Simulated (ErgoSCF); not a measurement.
**OF2 (SMILES FOF) at PBE0/6-31G(d) (Cartesian functions)**

Aim: the interaction energy of two rigid parts of OF2 at PBE0/6-31G* (Cartesian functions), from 3 runs. 

The results are computed with ErgoSCF 3.8.

2 further runs of the same task are left out: 1 that didn't finish, 1 set aside as unsound or not needed.

## 1. The molecule

OF2: 3 atoms, total charge 0, spin state singlet. As SMILES, `FOF`. Geometry: relaxed at GFN2-xTB.

Bond lengths: F1–O2 1.366 Å, O2–F3 1.366 Å. Angles: F1–O2–F3 106.0°.

## 2. A single-point energy at PBE0/6-31G(d) (Cartesian functions)

ergo.in

```
# F2O, PBE0
set_nthreads(1)
molecule_inline Angstrom
F  0.956190 -0.330530 0.490900
O  0.000730 0.544900 0.060070
F  -0.956920 -0.214370 -0.550970
EOF
scf.max_number_of_iterations = 68
XC.type = "LMG"
scf.output_mulliken_pop = 1
tmpdir = "."
use_6_d_functions = 1
basis = "6-31Gs"
scf.convergence_threshold = 5e-07
run "PBE0"
```

Launch:

```bash
ergo ergo.in
```

What it wrote (excerpt; [...] marks lines left out):

```text
[...]
INMA  use_6_d_functions := 1
[...]
INSC Energy   1 =       -144.67706447820
[...]
INDE PURIFICATION CONVERGED after 45 iterations
[...]
INDE PURIFICATION CONVERGED after 48 iterations
[...]
INDE PURIFICATION CONVERGED after 30 iterations
[...]
INDE PURIFICATION CONVERGED after 30 iterations
[...]
INDE E(LUMO) - E(HOMO) <=          0.32841146927 =          8.93653138057 eV
[...]
INSC Energy  29 =       -274.38572976435  ( diff     -0.000000000003070 )
[...]
RESC CONVERGED after  29 iterations.
RESC FINAL ENERGY:       -274.38572976435
[...]
INSC SCF: dipole_moment_x [atomic units] =       0.00079354
INSC SCF: dipole_moment_y [atomic units] =       0.04893699
INSC SCF: dipole_moment_z [atomic units] =       0.00579450
[...]
```

Run time: 8.1 s. Hardware: 1 thread of Arm Neoverse V2, shared host; peak memory 0.26 GiB.

## 3. OF at the same level

ergo.in

```
# single point, FO
set_nthreads(1)
molecule_inline Angstrom
F        0.956190      -0.330530       0.490900
O        0.000730       0.544900       0.060070
EOF
basis = "6-31Gs"
tmpdir = "."
XC.type = "LMG"
scf.max_number_of_iterations = 150
spin_polarization = 1
use_6_d_functions = 1
scf.output_mulliken_pop = 1
run "PBE0"
```

Launch:

```bash
ergo ergo.in
```

What it wrote (excerpt; [...] marks lines left out):

```text
[...]
INMA  use_6_d_functions := 1
[...]
INSC Energy   1 =        -90.64779301980
[...]
INDE PURIFICATION CONVERGED after 61 iterations
[...]
INDE PURIFICATION CONVERGED after 44 iterations
[...]
INDE PURIFICATION CONVERGED after 32 iterations
[...]
INDE E(LUMO) - E(HOMO) <=          0.19236393430 =          5.23448934102 eV
[...]
INSC Energy  14 =       -174.69889786017  ( diff     -0.000000000032145 )
[...]
RESC CONVERGED after  14 iterations.
RESC FINAL ENERGY:       -174.69889786017
RESC FINAL <S2> =          0.75290680109
[...]
INSC SCF: dipole_moment_x [atomic units] =       0.00501260
INSC SCF: dipole_moment_y [atomic units] =      -0.00459322
INSC SCF: dipole_moment_z [atomic units] =       0.00225901
[...]
```

Wall time 2.4 s (1 thread of Arm Neoverse V2, shared host); peak memory 0.26 GiB.

## 4. The F atom at the same level

run.inp

```
set_nthreads(1)
molecule_inline Angstrom
F  -0.956920 -0.214370 -0.550970
EOF
spin_polarization = 1
tmpdir = "."
basis = "6-31Gs"
XC.type = "LMG"
scf.output_mulliken_pop = 1
use_6_d_functions = 1
scf.max_number_of_iterations = 150
run "PBE0"
```

Run the same way, it converges to -99.62464 Eh (log not shown).

## 5. Outcome

Level: PBE0/6-31G* (Cartesian functions).

```
                                                                                             quantity          value
                                                                               molecule: total energy  -274.38573 Eh
                                                                              molecule: dipole moment         0.13 D
                                                                                     OF: total energy  -174.69890 Eh
                                                                                    OF: dipole moment         0.02 D
                                                                                             OF: ⟨S²⟩          0.753
                                                                                 F atom: total energy   -99.62464 Eh
                                                                                F atom: dipole moment         0.00 D
                                                                                         F atom: ⟨S²⟩          0.751
interaction energy of the rigid parts OF and F (parts in their own basis; closest atoms 1.37 Å apart)      -1.692 eV
```

**Reading.** The interaction energy of the rigid parts OF and F (parts in their own basis; closest atoms 1.37 Å apart) is −1.69 eV (−163 kJ/mol): the parts attract. Without counterpoise this holds the superposition error of the basis.
